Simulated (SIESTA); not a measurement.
Bi2S:

```
Bi S
1.0
     7.52570    0.00000    0.00000
     0.00000   11.88472    0.00000
    -1.06267    0.00000    4.03064
Bi S
8 4
Direct
  0.37465 0.62089 0.20283
  0.62535 0.12089 0.29717
  0.62535 0.37911 0.79717
  0.37465 0.87911 0.70283
  0.00905 0.65255 0.53723
  0.99095 0.15255 0.96277
  0.99095 0.34745 0.46277
  0.00905 0.84745 0.03723
  0.34694 0.10034 0.67514
  0.65306 0.60034 0.82486
  0.65306 0.89966 0.32486
  0.34694 0.39966 0.17514
```

The cell comes from a database or a generator and needn't be the stable form of this composition.

| Property | Result |
| --- | --- |
| Program | SIESTA 5.4.2 |
| Task | single point |
| Functional | PBEsol |
| Potentials or basis | PseudoDojo 0.4 standard (PBEsol files) |
| Basis | DZP (energy shift 0.003 Ry; two zetas on semicore shells) |
| Grid cutoff | 500 Ry |
| Energy shift | 0.003 Ry |
| k mesh | 4 × 3 × 7 |
| Occupations | fermi-dirac, width 0.05 eV |
| Spin | no spin polarisation |

On this cell: pressure -1.3 GPa; largest force 0.276 eV/Å; band gap on the k mesh none (metal or under the smearing width).

The same run follows on a disturbed copy (atoms moved at random, drawn with an rms of 0.05 Å):

```xyz
12
Lattice="7.5257 0.0000 0.0000 0.0000 11.8847 0.0000 -1.0627 0.0000 4.0306" Properties=species:S:1:pos:R:3 pbc="T T T"
Bi    2.5817    7.3731    0.8117
Bi    4.3681    1.4247    1.1688
Bi    3.9613    4.5163    3.2626
Bi    2.0557   10.4466    2.8215
Bi   -0.4854    7.7162    2.1798
Bi    6.4459    1.8665    3.8671
Bi    6.9544    4.1228    1.7783
Bi    0.0671   10.0888    0.1382
S     1.9192    1.2143    2.7211
S     4.0430    7.1924    3.3042
S     4.6229   10.6506    1.3286
S     2.3953    4.7592    0.6555
```

Question: What changes?

Answer: The energy (extrapolated to zero smearing) moves by +6.9 meV/atom; pressure -1.4 GPa; largest force 0.815 eV/Å; band gap on the k mesh none (metal or under the smearing width).

Forces on the atoms (eV/Å):
```
Bi   0.124  0.006 -0.032
Bi   0.146 -0.073  0.129
Bi  -0.485  0.132 -0.203
Bi   0.152 -0.132 -0.020
Bi  -0.147 -0.050 -0.157
Bi   0.072 -0.641 -0.147
Bi   0.343  0.611  0.416
Bi  -0.246  0.165  0.023
S   -0.153 -0.031 -0.086
S    0.145 -0.129  0.076
S   -0.033  0.205 -0.032
S    0.082 -0.063  0.033
```

Stress tensor (GPa, compression positive):
```
-1.82  0.00  0.16
 0.00 -1.37  0.27
 0.16  0.27 -1.14
```

Caveats: spin-orbit coupling is left out, which moves the levels of the heavy elements; the basis of atomic orbitals isn't converged, which shifts pressures, moduli and gaps.
